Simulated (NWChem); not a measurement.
**doublet GeSiH4O+ at 6 levels**

Aim: a comparison of 6 runs (UHF/def2-SVP, UB3LYP/6-31G*, UB3LYP/def2-SVP, UM06-2X/def2-SVP, UPBE0/def2-SVP) of doublet GeSiH4O+. 

The calculation is run with NWChem 7.3.0.

3 further runs of the same task are left out: 2 that didn't finish, 1 set aside as unsound or not needed. Runs told in other sessions of the task aren't counted.

### 1 The structure to begin with

GeSiH4O+ has 7 atoms, charge +1, and is taken as a doublet. SMILES of the parent species: `[SiH3][O][GeH]`. The coordinates come from a PBE0-D4/def2-TZVP relaxation. This is one conformer, not always the lowest. That shape belongs to the parent species and isn't relaxed for this state.

Bond lengths: Si1–O2 1.643 Å, O2–Ge3 1.789 Å, Si1–H4 1.490 Å, Si1–H5 1.485 Å, Si1–H6 1.485 Å, Ge3–H7 1.605 Å. Angles: Si1–O2–Ge3 134.1°, O2–Si1–H4 110.8°, O2–Si1–H5 109.3°, O2–Si1–H6 109.3°, O2–Ge3–H7 93.5°, H4–Si1–H5 109.1°, H4–Si1–H6 109.1°, H5–Si1–H6 109.4°.

### 2 A single-point energy at UHF/def2-SVP (run 1)

geh4osi.xyz

```xyz
7
GeH4OSi hf
Si    -0.741700     0.650900    -0.296500
O      0.533500    -0.139300     0.373700
Ge     1.261400    -1.756200     0.134200
H     -1.409200    -0.197600    -1.323800
H     -0.260900     1.901300    -0.937500
H     -1.722500     0.988100     0.766400
H      2.400800    -1.515100     1.238000
```

run.py

```python
from ase.io import read
from ase.calculators.nwchem import NWChem

system = read('geh4osi.xyz')

calc = NWChem(
    label='geh4osi',
    theory='scf',
    memory='2200 mb',
    basis='def2-SVP',
    basispar='spherical bse',
    charge=1,
    scf={'nopen': '1', 'uhf': None, 'thresh': '1e-08', 'maxiter': '80'},
    task='energy',
)
system.calc = calc

print("Total energy (eV):", round(system.get_potential_energy(), 6))
```

Run with:

```sh
$ export ASE_NWCHEM_COMMAND="nwchem PREFIX.nwi > PREFIX.nwo"
$ python run.py
```

Standard output:

```text
Total energy (eV): -66417.394387
```

The calculator wrote geh4osi.nwi:

```
title "geh4osi"

permanent_dir geh4osi

scratch_dir geh4osi

start geh4osi

geometry units angstrom nocenter noautosym noautoz
  Si -7.4170000000000003e-01 6.5090000000000003e-01 -2.9649999999999999e-01
  O  5.3349999999999997e-01 -1.3930000000000001e-01 3.7369999999999998e-01
  Ge 1.2614000000000001e+00 -1.7562000000000000e+00 1.3420000000000001e-01
  H  -1.4092000000000000e+00 -1.9760000000000000e-01 -1.3238000000000001e+00
  H  -2.6090000000000002e-01 1.9013000000000000e+00 -9.3750000000000000e-01
  H  -1.7224999999999999e+00 9.8809999999999998e-01 7.6639999999999997e-01
  H  2.4007999999999998e+00 -1.5150999999999999e+00 1.2380000000000000e+00
end

charge 1

memory 2200 mb

basis spherical bse noprint
   * library def2-SVP
end

scf
  nopen 1
  uhf
  thresh 1e-08
  maxiter 80
end

task scf energy
```

geh4osi.nwo:

```text
Northwest Computational Chemistry Package (NWChem) 7.3.0
             --------------------------------------------------------

           Job information
           ---------------

    nwchem branch   = 7.3.0
    use scalapack   = T
    input           = geh4osi.nwi
    prefix          = geh4osi.
    data base       = geh4osi/geh4osi.db
    status          = startup
    nproc           =        1

           Memory information
           ------------------

    heap     =     72089598 doubles =      550.0 Mbytes
    stack    =     72089595 doubles =      550.0 Mbytes
    global   =    144179200 doubles =     1100.0 Mbytes (distinct from heap & stack)
    total    =    288358393 doubles =     2200.0 Mbytes
    verify   = yes
    hardfail = no

[... 40 lines left out ...]
            Nuclear Dipole moment (a.u.)
[... 88 lines left out ...]
 1-e energy   =   -3801.926849
[... 7 lines left out ...]
         Quadratically convergent UHF
[... 15 lines left out ...]
       Final UHF  results
[... 3 lines left out ...]
      One electron energy =  -3855.464982179651
[... 1 line left out ...]
 Nuclear repulsion energy =    234.942291131694
[... 51 lines left out ...]
          Final beta eigenvalues
[... 286 lines left out ...]
                     UHF Final Beta Molecular Orbital Analysis
[... 303 lines left out ...]
       Multipole analysis of the density wrt the origin
       ------------------------------------------------

     L   x y z        total         alpha         beta         nuclear
     -   - - -        -----         -----         ----         -------
     0   0 0 0      1.000000    -29.000000    -28.000000     58.000000

     1   1 0 0      2.108259    -31.652962    -29.085775     62.846995
[... 8 lines of this table left out ...]
     2   0 0 2    -24.610008    -27.723991    -24.296289     27.410272

 Task  times  cpu:       34.5s     wall:       34.5s
 Total times  cpu:       34.6s     wall:       34.6s
```

It took 36 s on 1 thread of Intel Xeon Platinum 8259CL at 2.50GHz (Skylake/Cascade Lake), shared host; peak memory 0.099 GiB.

### 3 The energy at UB3LYP/6-31G(d) (spherical functions) (run 2)

job.xyz

```xyz
7

Si    -0.741700     0.650900    -0.296500
O      0.533500    -0.139300     0.373700
Ge     1.261400    -1.756200     0.134200
H     -1.409200    -0.197600    -1.323800
H     -0.260900     1.901300    -0.937500
H     -1.722500     0.988100     0.766400
H      2.400800    -1.515100     1.238000
```

job.nw

```
start job
memory stack 880 mb heap 220 mb global 1100 mb
charge 1

geometry units angstrom noautosym nocenter noautoz
  load format xyz job.xyz
end

basis spherical bse
  * library 6-31G*
end

dft
  xc b3lyp
  mult 2
  grid xfine
  convergence energy 1e-08
  maxiter 100
  mulliken
  noprint "final vectors analysis"
end

task dft energy
```

Run with:

```sh
$ nwchem job.nw > job.out
```

Standard output:

```text
[...]
          Wavefunction type:  spin polarized.
          No. of atoms     :     7
          No. of electrons :    57
[...]
          Charge           :     1
          Spin multiplicity:     2
[...]
          AO basis - number of functions:    72
[...]
              XC Information
              --------------
                         B3LYP Method XC Potential
                     Hartree-Fock (Exact) Exchange  0.200
                        Slater Exchange Functional  0.800 local
                    Becke 1988 Exchange Functional  0.720 non-local
              Lee-Yang-Parr Correlation Functional  0.810
                  VWN I RPA Correlation Functional  0.190 local
[...]
 d= 0,ls=0.0,diis     1  -2443.2382210667 -2.68D+03  1.80D-02  1.52D+00     6.6
[...]
 d= 0,ls=0.0,diis    13  -2443.5734730055 -2.80D-09  2.75D-07  2.47D-10    79.3
[...]
         Total DFT energy =    -2443.573473005516
      One electron energy =    -3854.785460691593
           Coulomb energy =     1286.074710413559
    Exchange-Corr. energy =     -109.805013859176
 Nuclear repulsion energy =      234.942291131694
[...]
      Total Density - Mulliken Population Analysis
     ---------------------------------------------
    Atom       Charge   Shell Charges
 -----------   ------   -------------------------------------------------------
    1 Si  14    13.42   2.00  2.00  5.96  0.99  1.83  0.19  0.22  0.23
    2 O    8     8.48   2.00  0.92  2.89  0.92  1.75  0.01
    3 Ge  32    31.19   2.00  2.00  6.00  2.00  5.99  1.60  1.30  0.09  0.08  6.86  2.94  0.33
    4 H    1     1.04   0.50  0.54
    5 H    1     1.02   0.51  0.51
    6 H    1     1.02   0.51  0.51
    7 H    1     0.83   0.44  0.39
[...]
      <S2> =      0.7576 (Exact =     0.7500)
[...]
```

Wall time 80 s (1 thread of Intel Xeon Platinum 8259CL at 2.50GHz (Skylake/Cascade Lake), shared host); peak memory 0.14 GiB.

Runs 3 to 5 aren't shown in full; the table further down has their settings and results.

### 4 The energy at UPBE0/def2-SVP (run 6)

nw.nw

```
start nw
memory 2200 mb
charge 1

geometry units au noautosym nocenter noautoz
Si    -1.40160987     1.23002273    -0.56030380
O      1.00816889    -0.26323885     0.70619065
Ge     2.38370053    -3.31873702     0.25360125
H     -2.66300205    -0.37340988    -2.50161944
H     -0.49302955     3.59293628    -1.77161824
H     -3.25505325     1.86723838     1.44828610
H      4.53685448    -2.86312405     2.33948094
end

basis spherical bse
Si library def2-SVP
O library def2-SVP
Ge library def2-SVP
H library def2-SVP
end

dft
xc pbe0
mult 2
grid xfine
convergence energy 1e-08
iterations 100
mulliken
end

task dft energy
```

Run with:

```sh
$ nwchem nw.nw > nw.out
```

Standard output:

```text
[...]
          Wavefunction type:  spin polarized.
          No. of atoms     :     7
          No. of electrons :    57
[...]
          Charge           :     1
          Spin multiplicity:     2
[...]
          AO basis - number of functions:    84
[...]
              XC Information
              --------------
                         PBE0 Method XC Functional
                     Hartree-Fock (Exact) Exchange  0.250
          PerdewBurkeErnzerhof Exchange Functional  0.750
            Perdew 1991 LDA Correlation Functional  1.000 local
           PerdewBurkeErnz. Correlation Functional  1.000 non-local
[...]
 d= 0,ls=0.0,diis     1  -2442.6084040213 -2.68D+03  1.45D-02  1.31D+00     5.7
[...]
 d= 0,ls=0.0,diis    13  -2442.9266672003 -3.35D-09  8.54D-08  1.10D-10    67.1
[...]
         Total DFT energy =    -2442.926667200328
      One electron energy =    -3855.323828475605
           Coulomb energy =     1286.746181412024
    Exchange-Corr. energy =     -109.291294481600
 Nuclear repulsion energy =      234.942274344852
[...]
      Total Density - Mulliken Population Analysis
     ---------------------------------------------
    Atom       Charge   Shell Charges
 -----------   ------   -------------------------------------------------------
    1 Si  14    13.48   2.00  1.98  1.04  0.16  5.93  1.29  0.83  0.26
    2 O    8     8.50   1.99  1.09  0.71  2.83  1.87  0.01
    3 Ge  32    31.08   2.00  2.00  1.99  1.47  0.19  6.00  5.97  0.90  0.43  8.11  1.81  0.20
    4 H    1     1.04   0.73  0.30  0.01
    5 H    1     1.01   0.73  0.28  0.01
    6 H    1     1.01   0.73  0.28  0.01
    7 H    1     0.87   0.63  0.22  0.01
[...]
      <S2> =      0.7590 (Exact =     0.7500)
[...]
```

Run time: 68 s. Hardware: 1 thread of Intel Xeon Platinum 8259CL at 2.50GHz (Skylake/Cascade Lake), shared host; peak memory 0.14 GiB.

### 5 All runs side by side

| run | level | iteration cap | module | energy (Eh) | HOMO energy (eV) | LUMO energy (eV) | ⟨S²⟩ | wall time |
| --- | --- | --- | --- | --- | --- | --- | --- | --- |
| 1 | UHF/def2-SVP | 80 | scf | -2440.794244 | -16.62 | -7.60 | 0.785 | 36 s |
| 2 | UB3LYP/6-31G* (spherical functions) | 100 | dft | -2443.573473 | – | – | 0.758 | 80 s |
| 3 | UB3LYP/6-31G* (Cartesian functions) | 100 | dft | -2443.582168 | -13.51 | -11.53 | 0.758 | 72 s |
| 4 | UB3LYP/def2-SVP | 100 | dft | -2443.469069 | -13.48 | -11.55 | 0.758 | 70 s |
| 5 | UM06-2X/def2-SVP | 100 | dft | -2443.353192 | -14.72 | -10.45 | 0.761 | 100 s |
| 6 | UPBE0/def2-SVP | 100 | dft | -2442.926667 | -13.64 | -11.25 | 0.759 | 68 s |

### 6 Outcome

```
                                 quantity           value
                      run 6: total energy  -2442.92667 Eh
run 6: HOMO energy (highest over α and β)       -13.64 eV
 run 6: LUMO energy (lowest over α and β)       -11.25 eV
                              run 6: ⟨S²⟩           0.759
```

Totals of different functionals can't be ranked against each other. All runs together took 7.1 min, the longest 100 s.
